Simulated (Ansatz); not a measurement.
# CH₅AlNO radical: small, medium and large basis sets

The task here is to estimate one member of a computed series from the others.

Program: Ansatz 0.2.0, Gaussian basis. Level of theory: one geometry, several basis sets. These are calculated values, not measurements.

Plan: PBE0-D4/def2-SVP; ωB97M-V/def2-SVP; PBE0-D4/def2-QZVPP; ωB97M-V/def2-QZVPP; the functionals' def2-TZVPP values are taken from earlier runs.

## Structure used throughout

The geometry comes from an earlier relaxation with PBE0-D4 in a triple-zeta def2 set; it is a stationary point, not always the lowest conformer.

SMILES `C[O][Al][NH2]`, 9 atoms, charge 0, spin multiplicity 2.

Atoms are counted from 1 here; the program's logs count them from 0.

Bond lengths: C1–O2 1.393 Å, C1–H5 1.096 Å, C1–H6 1.097 Å, C1–H7 1.096 Å, O2–Al3 1.692 Å, Al3–N4 1.770 Å, N4–H8 1.008 Å, N4–H9 1.006 Å. Angles: O2–C1–H5 110.2°, O2–C1–H6 112.7°, O2–C1–H7 110.3°, H5–C1–H6 107.8°, H5–C1–H7 107.8°, H6–C1–H7 107.9°, C1–O2–Al3 138.7°, O2–Al3–N4 116.1°, Al3–N4–H8 124.3°, Al3–N4–H9 124.7°, H8–N4–H9 111.0°.

Geometry (Å):

```xyz
9

C     0.9518    1.4320   -0.7681
O     0.1489    0.3855   -0.3194
Al    0.1176   -0.7432    0.9402
N    -1.2532   -1.8628    0.9471
H     1.2868    1.2386   -1.7931
H     1.8430    1.5793   -0.1452
H     0.3856    2.3699   -0.7716
H    -1.9917   -1.8609    0.2603
H    -1.4004   -2.5846    1.6325
```

The first run:

File in.yaml:

```yaml
crystal:
  periodic: [false, false, false]
  atoms:
    - {symbol: C, position_ang: [0.951791, 1.431975, -0.768092]}
    - {symbol: O, position_ang: [0.148939, 0.385546, -0.319357]}
    - {symbol: Al, position_ang: [0.117632, -0.743240, 0.940242]}
    - {symbol: N, position_ang: [-1.253175, -1.862825, 0.947129]}
    - {symbol: H, position_ang: [1.286788, 1.238623, -1.793062]}
    - {symbol: H, position_ang: [1.842982, 1.579287, -0.145224]}
    - {symbol: H, position_ang: [0.385552, 2.369882, -0.771574]}
    - {symbol: H, position_ang: [-1.991673, -1.860897, 0.260338]}
    - {symbol: H, position_ang: [-1.400437, -2.584551, 1.632499]}
basis:
  gaussian: {orbitals: def2-SVP}
magnetization: {spin_polarized: true, initial_magnetization: 1}
hamiltonian: {xc: pbe0, dispersion: d4}
output: {orbitals: {seedname: orbitals}}
```

Among the steps run: PBE0-D4 in def2-SVP; ωB97M-V in def2-SVP; PBE0-D4 in def2-QZVPP; ωB97M-V in def2-QZVPP.

One table of the session follows, with a row left open; its other results are not shown here.

It belongs to the step «Functionals by basis». 

```
functional       basis  HOMO (eV)  LUMO (eV)
   PBE0-D4    def2-SVP          ?          ?
   PBE0-D4  def2-TZVPP      -5.62      -2.13
   PBE0-D4  def2-QZVPP      -5.67      -2.18
   ωB97M-V    def2-SVP      -7.15      -0.69
   ωB97M-V  def2-TZVPP      -7.27      -0.68
   ωB97M-V  def2-QZVPP      -7.35      -0.78
```

**Question.** Estimate the row for PBE0-D4, def2-SVP.

**Answer.** HOMO (eV): -5.50; LUMO (eV): -2.07. In the column «HOMO (eV)» it is the highest.
